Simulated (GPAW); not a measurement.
Runs of GPAW 26.7.0 on Mg3TiO4. The structure is cubic, space group Pm-3m (No. 221). Conventional cell: a = 4.314 Å, b = 4.314 Å, c = 4.314 Å, α = 90.00°, β = 90.00°, γ = 90.00°. Ti (site symmetry m-3m) is surrounded by 6 O at 2.16 Å. Mg (site symmetry 4/mmm) has 6 O at 2.16 Å as nearest neighbours. O (site symmetry 4/mmm) is surrounded by 2 Ti at 2.16 Å and 4 Mg at 2.16 Å. O (site symmetry m-3m) has 6 Mg at 2.16 Å as nearest neighbours. The cell comes from a database or a generator and needn't be the stable form of this composition.

```tsv
task	level	potentials or basis	U	k mesh	cutoff (eV)	maxiter	band path	band points	convergence	gap on the mesh (eV)	pressure (GPa)
band structure	PBEsol+U	PAW data sets generated in the run's folder for this functional, pw	Ti d U = 4 eV	6 × 6 × 6	800	150	GXMGRX,MR	60	-	-	-5.2
band structure	PBEsol+U	PAW data sets generated in the run's folder for this functional, pw	Ti d U = 3 eV	6 × 6 × 6	800	150	GXMGRX,MR	60	-	-	-5.8
single point	TB-mBJ	GPAW PAW data sets for LDA (gpaw-data 1.2.1), pw	-	6 × 6 × 6	800	150	-	-	-	none	-
single point	LDA	the program's PAW data sets (release 1.2.1) made for this functional, pw	-	5 × 5 × 5	600	120	-	-	default	none	-18.5
band structure	PBEsol+U	PAW data sets generated in the run's folder for this functional, pw	Ti d U = 1 eV	6 × 6 × 6	800	150	GXMGRX,MR	60	-	-	-6.8
band structure	PBEsol+U	PAW data sets generated in the run's folder for this functional, pw	Ti d U = 8 eV	6 × 6 × 6	800	150	GXMGRX,MR	60	-	-	(b)
band structure	PBEsol	PAW data sets generated in the run's folder for this functional, pw	-	6 × 6 × 6	800	150	GXMGRX,MR	60	-	-	(a)
band structure	PBEsol+U	PAW data sets generated in the run's folder for this functional, pw	Ti d U = 2 eV	6 × 6 × 6	800	150	GXMGRX,MR	60	-	-	-6.3
```

Alike in all rows: no spin polarisation; cell as given; smearing fermi-dirac 0.05 eV.

Task: Estimate the missing entries.

Result: (a) -7.2; (b) -3.1.

Caveats: U without spin polarisation on a metal has little footing (some runs); semilocal functionals often make such compounds metallic where correlation or magnetic order opens a gap, which also shifts bond lengths (some runs); a model potential gives levels but no total energy (some runs); the PAW data sets were made with another functional, which shifts forces and pressure a little (some runs); the cutoff is short for stress and forces, so pressures can be off by a GPa or more (some runs); so large a pressure means that the cell lies far from this level's equilibrium, or that cutoff or potentials fall short (some runs).

A k mesh can miss the band edges.

A gap of «none» marks a metal or a gap under the smearing width.

Not every run made on this cell is shown here.
